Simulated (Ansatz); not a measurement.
# CH₆SSeSi: a ladder of functionals and wavefunction methods

The task here is to estimate one member of a computed series from the others.

Computed with Ansatz 0.2.0, Gaussian basis. Level: functionals in def2-TZVPP, the program's frozen cores in correlated methods.

Plan: PBE-D4, r2SCAN-D4, PBE0-D4, B3LYP-D4, ωB97X-V, ωB97M-V, B2PLYP; CCSD(T)/def2-TZVPP; MP2/def2-QZVPP; extrapolation to the limit.

### The geometry

The geometry comes from an earlier relaxation with PBE0-D4 in a triple-zeta def2 set; it is a stationary point, not always the lowest conformer.

SMILES `C[Se][SiH2]S`, 10 atoms, charge 0, spin multiplicity 1.

Atoms are counted from 1 here; the program's logs count them from 0.

Bond lengths: C1–Se2 1.957 Å, C1–H5 1.088 Å, C1–H6 1.088 Å, C1–H7 1.088 Å, Se2–Si3 2.261 Å, Si3–S4 2.138 Å, Si3–H8 1.484 Å, Si3–H9 1.483 Å, S4–H10 1.344 Å. Angles: Se2–C1–H5 109.7°, Se2–C1–H6 106.5°, Se2–C1–H7 110.2°, H5–C1–H6 109.9°, H5–C1–H7 110.7°, H6–C1–H7 109.8°, C1–Se2–Si3 97.0°, Se2–Si3–S4 113.4°, Se2–Si3–H8 112.4°, Se2–Si3–H9 105.0°, S4–Si3–H8 102.9°, S4–Si3–H9 112.5°, H8–Si3–H9 110.9°, Si3–S4–H10 94.4°.

The first run:

Contents of in.yaml:

```yaml
crystal:
  periodic: [false, false, false]
  atoms:
    - {symbol: C, position_ang: [-1.233983, 1.149584, -0.576815]}
    - {symbol: Se, position_ang: [-0.474086, 0.884729, 1.207013]}
    - {symbol: Si, position_ang: [0.541825, -1.090010, 0.783244]}
    - {symbol: S, position_ang: [1.922301, -1.002990, -0.846733]}
    - {symbol: H, position_ang: [-0.450611, 1.055926, -1.326323]}
    - {symbol: H, position_ang: [-1.642331, 2.158366, -0.591555]}
    - {symbol: H, position_ang: [-2.027448, 0.427443, -0.757170]}
    - {symbol: H, position_ang: [-0.416700, -2.136985, 0.349052]}
    - {symbol: H, position_ang: [1.194621, -1.467916, 2.060456]}
    - {symbol: H, position_ang: [2.669510, -0.029548, -0.298267]}
basis:
  gaussian: {orbitals: def2-TZVPP}
hamiltonian: {xc: pbe, dispersion: d4}
output: {forces: true, orbitals: {seedname: orbitals}}
```

Command:

```bash
> ansatz run in.yaml --threads 4 --pin off --events-out ev --progress --plain --max-ram 10444MiB
```

Among the steps run: PBE-D4 (GGA); r2SCAN-D4 (meta-GGA); PBE0-D4 (hybrid); B3LYP-D4 (hybrid); ωB97X-V (range-separated); ωB97M-V (range-separated); B2PLYP (double hybrid); CCSD(T) in def2-TZVPP; MP2 in def2-QZVPP.

One of the session's tables, all rows but one given; the rest of the session is left out.

| method | atomisation energy (kJ/mol) |
| --- | --- |
| PBE-D4 | 3235.2 |
| r2SCAN-D4 | 3220.0 |
| PBE0-D4 | 3203.5 |
| B3LYP-D4 | 3199.0 |
| ωB97X-V | 3228.0 |
| ωB97M-V | 3213.0 |
| B2PLYP | 3155.2 |
| HF/def2-TZVPP | 2343.1 |
| MP2/def2-TZVPP | 3142.3 |
| CCSD/def2-TZVPP | 3079.8 |
| CCSD(T)/def2-TZVPP | 3126.2 |
| MP2/CBS | ? |
| CCSD(T)/CBS | 3219.9 |

Estimate the missing values for MP2/CBS.

The run gave: atomisation energy (kJ/mol): 3236.0. In the column «atomisation energy (kJ/mol)» it is the highest.

Among the levels timed on like hardware and quicker than the yardstick, those that no quicker one beats, quickest first: PBE-D4 (3.1 s, +15.3 kJ/mol); r2SCAN-D4 (6.5 s, +0.1 kJ/mol).

B2PLYP carry no dispersion term (for B3LYP, D4 adds 43.3 kJ/mol).

To keep in mind: Free atoms (1 C, 1 Se, 1 Si, 1 S, 6 H) were run apart at each level; the atomisation energy is their sum less the molecule, without zero-point or spin-orbit terms. All levels share the lack of spin-orbit coupling, which lowers the free heavy atoms and so the true binding.
